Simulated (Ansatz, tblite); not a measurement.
# Tetramethylammonium trifluoroacetate (C₆H₁₂F₃NO₂): rung by rung

An exercise on one series of results from a longer session: the logs are not shown, and one member is left open.

The runs use Ansatz 0.2.0, Gaussian basis; as each input shows.

The runs, in order: GFN1-xTB, GFN2-xTB, PBE-D4/def2-TZVP, r2SCAN-D4/def2-TZVP, r2SCANh-D4/def2-TZVP, revPBE-D4/def2-TZVP, PBE-D4/def2-SVP, PBE0-D4/def2-SVP, HF/STO-3G, HF/6-31G, B3LYP-D4/6-31G, MP2/def2-SVP.

## The geometry

The geometry is that of the singlet, from an earlier relaxation (PBE0-D4/def2-SVP).

SMILES `C[N+](C)(C)C.O=C([O-])C(F)(F)F`, 24 atoms, charge 0, spin multiplicity 1.

Bond lengths: C1–N2 1.494 Å, C1–H6 1.097 Å, C1–H7 1.098 Å, C1–H8 1.106 Å, N2–C3 1.495 Å, N2–C4 1.480 Å, N2–C5 1.494 Å, C3–H9 1.116 Å, C3–H10 1.098 Å, C3–H11 1.098 Å, C4–H12 1.098 Å, C4–H13 1.098 Å, C4–H14 1.097 Å, C5–H15 1.098 Å, C5–H16 1.106 Å, C5–H17 1.097 Å, O18–C19 1.250 Å, C19–O20 1.238 Å and more. Angles: N2–C1–H6 108.7°, N2–C1–H7 108.4°, N2–C1–H8 107.0°, H6–C1–H7 110.1°, H6–C1–H8 112.4°, H7–C1–H8 110.1°, C1–N2–C3 109.2°, C1–N2–C4 110.2°, C1–N2–C5 108.2°, C3–N2–C4 109.8°, C3–N2–C5 109.1°, C4–N2–C5 110.3°, N2–C3–H9 109.5°, N2–C3–H10 108.1°, N2–C3–H11 108.2°, H9–C3–H10 110.4°, H9–C3–H11 110.8°, H10–C3–H11 109.7° and more.

PBE0-D4/def2-TZVP was run before; its log isn't repeated, and its numbers join the tables.

Set-up of the first run:

Tight binding, by tblite at 300 K electronic temperature and without a spin-polarisation term:

```python
tblite.interface.Calculator('GFN1-xTB', numbers, positions, charge=0, uhf=0).singlepoint()
```

Tight binding, by tblite at 300 K electronic temperature and without a spin-polarisation term:

```python
tblite.interface.Calculator('GFN2-xTB', numbers, positions, charge=0, uhf=0).singlepoint()
```

start.molden holds the orbitals of an earlier run on this state, given as this run's starting guess.

Input file in.yaml:

```yaml
crystal:
  periodic: [false, false, false]
  atoms:
    - {symbol: C, position_ang: [-1.420171, -0.359173, 0.838120]}
    - {symbol: N, position_ang: [-0.255576, 0.438591, 1.326933]}
    - {symbol: C, position_ang: [0.977346, -0.403759, 1.263154]}
    - {symbol: C, position_ang: [-0.488453, 0.883899, 2.719445]}
    - {symbol: C, position_ang: [-0.087481, 1.619079, 0.427243]}
    - {symbol: H, position_ang: [-1.485260, -1.283410, 1.425872]}
    - {symbol: H, position_ang: [-2.330876, 0.239023, 0.972984]}
    - {symbol: H, position_ang: [-1.250011, -0.554952, -0.237524]}
    - {symbol: H, position_ang: [1.158126, -0.718844, 0.207456]}
    - {symbol: H, position_ang: [1.819738, 0.194870, 1.633982]}
    - {symbol: H, position_ang: [0.829404, -1.277337, 1.911475]}
    - {symbol: H, position_ang: [-1.393595, 1.503503, 2.757329]}
    - {symbol: H, position_ang: [-0.614619, 0.003420, 3.362390]}
    - {symbol: H, position_ang: [0.375724, 1.468414, 3.060077]}
    - {symbol: H, position_ang: [-0.956672, 2.277857, 0.553319]}
    - {symbol: H, position_ang: [-0.051017, 1.233878, -0.608652]}
    - {symbol: H, position_ang: [0.831639, 2.148358, 0.708122]}
    - {symbol: O, position_ang: [-0.479554, -0.123345, -1.995326]}
    - {symbol: C, position_ang: [0.530893, -0.799060, -2.285124]}
    - {symbol: O, position_ang: [1.448728, -1.197720, -1.556029]}
    - {symbol: C, position_ang: [0.669399, -1.216872, -3.771960]}
    - {symbol: F, position_ang: [1.841633, -0.812555, -4.274988]}
    - {symbol: F, position_ang: [0.621485, -2.550302, -3.891933]}
    - {symbol: F, position_ang: [-0.290831, -0.713555, -4.546377]}
basis:
  gaussian: {orbitals: def2-TZVP, initial_orbitals: start.molden}
hamiltonian: {xc: pbe, dispersion: d4}
scf: {omitted_lower_state_checks: [starts]}
output: {orbitals: {seedname: orbitals}}
```

Command:

```
$ ansatz run in.yaml --threads 6 --pin off --events-out ev --progress --plain --max-ram 7833MiB
```

Among the steps run: PBE-D4/def2-TZVP; r2SCAN-D4/def2-TZVP; r2SCANh-D4/def2-TZVP; revPBE-D4/def2-TZVP; PBE-D4/def2-SVP; PBE0-D4/def2-SVP; HF/STO-3G; HF/6-31G; B3LYP-D4/6-31G; MP2/def2-SVP.

One table of the session follows, with a row left open; its other results are not shown here.

It belongs to the step «Binding energy». 

```
               level  binding an atom (eV)
           HF/STO-3G                 3.121
            HF/6-31G                 2.590
         HF/def2-SVP                 2.944
     PBE-D4/def2-SVP                 4.325
    PBE-D4/def2-TZVP                 4.258
 revPBE-D4/def2-TZVP                 4.133
 r2SCAN-D4/def2-TZVP                 4.136
r2SCANh-D4/def2-TZVP                 4.099
      B3LYP-D4/6-31G                 3.943
    PBE0-D4/def2-SVP                 4.205
   PBE0-D4/def2-TZVP                     ?
        MP2/def2-SVP                 4.015
```

**Question.** Estimate the row for PBE0-D4/def2-TZVP.

The run gave: binding an atom (eV): 4.144. In the column «binding an atom (eV)» it lies between r2SCAN-D4/def2-TZVP (4.136) and PBE0-D4/def2-SVP (4.205).

Limits of these values: Free atoms were run apart at each level; binding is atoms less cluster, divided by the number of atoms, without zero-point or spin-orbit terms.
